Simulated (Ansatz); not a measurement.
**BH5O2SiTe: a ladder of functionals and wavefunction methods**

One table from this session's results is given with a row withheld; the runs are named, their logs left out.

Program: Ansatz 0.2.0, Gaussian basis. Level of theory: functionals in def2-TZVPP, the program's frozen cores in correlated methods. These are calculated values, not measurements.

Levels to be run: PBE-D4, r2SCAN-D4, PBE0-D4, B3LYP-D4, ωB97X-V, ωB97M-V, B2PLYP; CCSD(T)/def2-TZVPP; MP2/def2-QZVPP; extrapolation to the limit.

## Structure used throughout

The geometry comes from an earlier relaxation with PBE0-D4 in a triple-zeta def2 set; it is a stationary point, not always the lowest conformer. Te takes the def2 core potential; no spin-orbit term is included.

SMILES `OB(O)[Te][SiH3]`, 10 atoms, charge 0, spin multiplicity 1.

Atoms are counted from 1 here; the program's logs count them from 0.

Bond lengths: O1–B2 1.353 Å, O1–H6 0.963 Å, B2–O3 1.355 Å, B2–Te4 2.197 Å, O3–H7 0.962 Å, Te4–Si5 2.486 Å, Si5–H8 1.483 Å, Si5–H9 1.495 Å, Si5–H10 1.484 Å. Angles: B2–O1–H6 112.2°, O1–B2–O3 120.3°, O1–B2–Te4 114.2°, O3–B2–Te4 125.5°, B2–O3–H7 114.5°, B2–Te4–Si5 95.6°, Te4–Si5–H8 109.8°, Te4–Si5–H9 109.1°, Te4–Si5–H10 112.8°, H8–Si5–H9 108.2°, H8–Si5–H10 109.3°, H9–Si5–H10 107.6°.

As a file:

```
O    -1.9013   -1.6368   -1.3125
B    -0.8919   -0.9839   -0.6914
O     0.1030   -1.6786   -0.0880
Te   -1.0377    1.2055   -0.7954
Si    0.8686    1.6487    0.7369
H    -1.7941   -2.5935   -1.2734
H     0.7998   -1.1326    0.2889
H     1.6554    2.8033    0.2392
H     1.7636    0.4518    0.7646
H     0.4345    1.9160    2.1311
```

Set-up of the first run:

in.yaml reads:

```yaml
crystal:
  periodic: [false, false, false]
  atoms:
    - {symbol: O, position_ang: [-1.901329, -1.636841, -1.312482]}
    - {symbol: B, position_ang: [-0.891868, -0.983857, -0.691395]}
    - {symbol: O, position_ang: [0.103036, -1.678556, -0.088032]}
    - {symbol: Te, position_ang: [-1.037716, 1.205550, -0.795410]}
    - {symbol: Si, position_ang: [0.868629, 1.648671, 0.736933]}
    - {symbol: H, position_ang: [-1.794062, -2.593506, -1.273397]}
    - {symbol: H, position_ang: [0.799780, -1.132552, 0.288852]}
    - {symbol: H, position_ang: [1.655394, 2.803324, 0.239241]}
    - {symbol: H, position_ang: [1.763643, 0.451780, 0.764590]}
    - {symbol: H, position_ang: [0.434493, 1.915977, 2.131100]}
basis:
  gaussian: {orbitals: def2-TZVPP}
hamiltonian: {xc: pbe, dispersion: d4}
output: {forces: true, orbitals: {seedname: orbitals}}
```

On the command line:

```bash
> ansatz run in.yaml --threads 2 --pin off --events-out ev --progress --plain --max-ram 32768MiB --backend cpu
```

Among the steps run: PBE-D4 (GGA); r2SCAN-D4 (meta-GGA); PBE0-D4 (hybrid); B3LYP-D4 (hybrid); ωB97X-V (range-separated); ωB97M-V (range-separated); B2PLYP (double hybrid); CCSD(T) in def2-TZVPP; MP2 in def2-QZVPP.

One table of the session follows, with a row left open; its other results are not shown here.

It belongs to the step «Atomisation energies». 

| method | atomisation energy (kcal/mol) |
| --- | --- |
| PBE-D4 | 862.2 |
| r2SCAN-D4 | 852.6 |
| PBE0-D4 | ? |
| B3LYP-D4 | 846.7 |
| ωB97X-V | 851.2 |
| ωB97M-V | 849.4 |
| B2PLYP | 838.0 |
| HF/def2-TZVPP | 609.2 |
| MP2/def2-TZVPP | 845.5 |
| CCSD/def2-TZVPP | 811.8 |
| CCSD(T)/def2-TZVPP | 826.3 |
| MP2/CBS | 872.7 |
| CCSD(T)/CBS | 853.5 |

Estimate the missing values for PBE0-D4.

The run gave: atomisation energy (kcal/mol): 844.8. In the column «atomisation energy (kcal/mol)» it lies between B2PLYP (838.0) and MP2/def2-TZVPP (845.5).

Limits of these values: Free atoms (2 O, 1 B, 1 Te, 1 Si, 5 H) were run apart at each level; the atomisation energy is their sum less the molecule, without zero-point or spin-orbit terms.
